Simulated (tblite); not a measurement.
# C2H9BrOSi3: the cost of one run

The runs use tblite 0.8.0 and PySCF 2.14.0, with density-fitted response routines of our own; the level of theory stands in each step. All values are computed, except where a source is named. Atoms are numbered from 0 throughout.

## Step 1: The starting structure

16 atoms, charge 0, multiplicity 1; geometry from: force field or distance geometry start.

Bonds of the start (Å): O0–Si1 1.71, Si1–Si2 2.24, Si2–C3 1.86, C3–C4 1.48, C4–Br5 1.93, C4–Si6 1.88, Si6–Si1 2.25, O0–H7 0.98, Si1–H8 1.44, Si2–H9 1.46, Si2–H10 1.46, C3–H11 1.11, C3–H12 1.13, C4–H13 1.12, Si6–H14 1.45, Si6–H15 1.46.

## Step 2: Geometry optimisation with GFN2-xTB

Job settings and geometry (Å):

```
{"job": {"kind": "relax", "xc": "GFN2-xTB", "basis": "xTB"}, "charge": 0, "multiplicity": 1}
O      1.221700     1.984200     1.544100
Si     0.658400     1.510100     0.001700
Si    -1.481800     0.860000     0.166600
C     -1.145600    -0.951000     0.432000
C     -0.282300    -1.430000    -0.676100
Br     0.068500    -3.327200    -0.605800
Si     1.373800    -0.550300    -0.556500
H      2.183500     2.147300     1.615700
H      0.884600     2.477600    -1.044400
H     -2.178600     1.048700    -1.107700
H     -2.168100     1.485100     1.296900
H     -2.071600    -1.536500     0.591500
H     -0.523500    -0.990500     1.376400
H     -0.769800    -1.181000    -1.651200
H      1.983800    -0.415100    -1.869600
H      2.239400    -1.122500     0.475000
```

The run is started by

```console
$ OMP_NUM_THREADS=1 python probes_run.py task.json out
```

This one command runs all jobs of the session in turn.

**Question.** How long does this first job take on 1 thread of Arm Neoverse N1, shared host, and how much memory does it need?

About 1.5 s, with a peak of 0.18 GiB.
